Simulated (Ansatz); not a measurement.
ClH2ISi, SMILES Cl[SiH2]I, the interaction energy of a dimer with the counterpoise correction

Program: the Ansatz DFT code, driven from Python.

Run as a notebook:

**Cell 1**
```python
import ansatz

BASIS_SET = "def2-SVPD"
XC = "hf"
```

**Cell 2**
```python
FIRST = [
    ("Cl", (-1.6721, 0.4328, -0.9039)),
    ("Si", (-0.0368, 0.0843, 0.1734)),
    ("I", (1.4809, -1.2474, -1.1767)),
    ("H", (-0.3633, -0.6488, 1.3889)),
    ("H", (0.5912, 1.3789, 0.5184)),
]
SECOND = [
    ("Cl", (-1.4021, 0.8488, -4.0187)),
    ("Si", (-3.3663, 1.1616, -4.0295)),
    ("I", (-4.267, 0.2034, -6.0716)),
    ("H", (-3.6644, 2.587, -3.9986)),
    ("H", (-3.9611, 0.4962, -2.8493)),
]
```

**Cell 3**
```python
def energy(atoms, ghosts=()):
    molecule = ansatz.Crystal.molecule()
    for symbol, xyz in atoms:
        molecule = molecule.atom(symbol, xyz)
    calc = (
        molecule.calculation()
        .basis(gaussian=BASIS_SET)  # atom-centred Gaussian functions
        .functional(XC)
    )
    deck = calc.input()
    if ghosts:
        deck = deck.set(ansatz.key.basis.gaussian.ghost_atoms, [{"symbol": s, "position_ang": list(xyz)} for s, xyz in ghosts])
    return ansatz.Session.from_dict(deck).plan().execute().report["free_energy_ev"]

# monomers in their own basis and in the basis of the dimer
both = energy(FIRST + SECOND)
alone = energy(FIRST) + energy(SECOND)
ghosted = energy(FIRST, SECOND) + energy(SECOND, FIRST)
print(f"dimer {both:.6f} eV")
print(f"interaction, uncorrected   {96.485332 * (both - alone):8.3f} kJ/mol")
print(f"interaction, counterpoise  {96.485332 * (both - ghosted):8.3f} kJ/mol")
print(f"basis-set superposition    {96.485332 * (alone - ghosted):8.3f} kJ/mol")
```
Output:
```text
dimer -56931.773551 eV
interaction, uncorrected     20.354 kJ/mol
interaction, counterpoise    24.527 kJ/mol
basis-set superposition       4.173 kJ/mol
```

Uncorrected it is 20.354 kJ/mol, with the counterpoise correction 24.527 kJ/mol; the difference, 4.17 kJ/mol, is the superposition error. In this basis both values are repulsive.

Reading the output:
- The settings weren't tested for convergence.
- The dimer is a generated trial pose of unrelaxed monomers, not a minimum, so the figure is no binding energy, and the basis set is small.
- def2 sets replace the cores of elements past krypton by effective core potentials.
- Hartree-Fock leaves correlation out, so bond, atomisation and ionisation energies come out well too low.
- This level lacks the dispersion part of the attraction (electrostatics and induction are there), which can decide the sign where the interaction is weak.
- The whole script took 44 s on 1 thread of Arm Neoverse N1, on a shared host, peak memory 0.75 GiB.
